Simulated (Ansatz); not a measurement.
# C2F5O3S−: from a rough start to a minimum

Aim: relax C2F5O3S− from a cheap starting geometry, check the end point by its vibrations and derive ideal-gas thermochemistry.

The runs use Ansatz 0.2.0, Gaussian basis; RKS PBE0-D4/def2-TZVPD.

Plan: relaxation at PBE0-D4/def2-TZVPD; harmonic vibrations at the same level.

1 further run of the same task is left out (set aside as unsound or not needed).

## Step 1: Where the work starts

SMILES `O=S(=O)([O-])C(F)(F)C(F)(F)F`, 11 atoms, charge -1, spin multiplicity 1.

Atoms are counted from 1 here; the program's logs count them from 0.

Bond lengths: O1–S2 1.443 Å, S2–O3 1.442 Å, S2–O4 1.442 Å, S2–C5 1.904 Å, C5–F6 1.356 Å, C5–F7 1.356 Å, C5–C8 1.512 Å, C8–F9 1.330 Å, C8–F10 1.330 Å, C8–F11 1.363 Å. Angles: O1–S2–O3 115.8°, O1–S2–O4 115.9°, O1–S2–C5 101.6°, O3–S2–O4 115.9°, O3–S2–C5 101.7°, O4–S2–C5 102.3°, S2–C5–F6 110.3°, S2–C5–F7 110.2°, S2–C5–C8 111.2°, F6–C5–F7 106.5°, F6–C5–C8 109.3°, F7–C5–C8 109.3°, C5–C8–F9 112.4°, C5–C8–F10 112.4°, C5–C8–F11 113.3°, F9–C8–F10 107.9°, F9–C8–F11 105.1°, F10–C8–F11 105.1°.

As a file:

```
atom    x (Å)    y (Å)    z (Å)
  O1   0.7214  -1.6768  -1.1347
  S2  -0.5046  -0.9171  -1.1576
  O3  -1.5759  -1.4296  -0.3387
  O4  -0.8915  -0.3826  -2.4394
  C5  -0.0027   0.6492  -0.1994
  F6  -1.0446   1.5142  -0.1319
  F7   0.9937   1.2981  -0.8510
  C8   0.4559   0.3091   1.2007
  F9   1.5260  -0.4805   1.2062
 F10  -0.4945  -0.2863   1.9156
 F11   0.8170   1.4022   1.9302
```

The start is a GFN2-xTB geometry.

## Step 2: Geometry optimisation, PBE0-D4/def2-TZVPD

in.yaml reads:

```yaml
crystal:
  periodic: [false, false, false]
  atoms:
    - {symbol: O, position_ang: [0.721390, -1.676800, -1.134730]}
    - {symbol: S, position_ang: [-0.504640, -0.917090, -1.157550]}
    - {symbol: O, position_ang: [-1.575920, -1.429570, -0.338730]}
    - {symbol: O, position_ang: [-0.891550, -0.382640, -2.439430]}
    - {symbol: C, position_ang: [-0.002730, 0.649250, -0.199380]}
    - {symbol: F, position_ang: [-1.044610, 1.514220, -0.131890]}
    - {symbol: F, position_ang: [0.993670, 1.298140, -0.851040]}
    - {symbol: C, position_ang: [0.455860, 0.309150, 1.200700]}
    - {symbol: F, position_ang: [1.525970, -0.480520, 1.206220]}
    - {symbol: F, position_ang: [-0.494450, -0.286320, 1.915570]}
    - {symbol: F, position_ang: [0.816990, 1.402190, 1.930240]}
basis:
  gaussian: {orbitals: def2-TZVPD}
total_charge: -1
hamiltonian: {xc: pbe0, dispersion: d4}
relax: {f_tol: 0.005, max_steps: 150}
```

After this run come: Force constants and modes.

Before running them: what should the planned runs give, taken together? Wanted: point group; shift from the start; total energy; dispersion term; lowest, highest wavenumber; zero-point energy.

The runs gave:

| quantity | value |
| --- | --- |
| point group | Cs |
| steps | 7 |
| shift from the start (rms) | 0.087 Å |
| total energy | -32622.1967 eV |
| dispersion term | -323 meV |
| lowest, highest wavenumber | 18, 1343 cm⁻¹ |
| zero-point energy | 25.3 kcal/mol |
| entropy at 298.15 K | 421.9 J/(mol K) |

In words: The atoms moved 0.09 Å (rms) from the start; the bond that changed most is S2–C5, from 1.904 to 1.862 Å. All wavenumbers are real, so the end point is a minimum. The stiffest mode, 1343 cm⁻¹, is a C–C and C–F stretch, and 4 modes under 200 cm⁻¹ make the vibrational entropy uncertain. The largest Mulliken charge, +1.01 e, sits on S2.
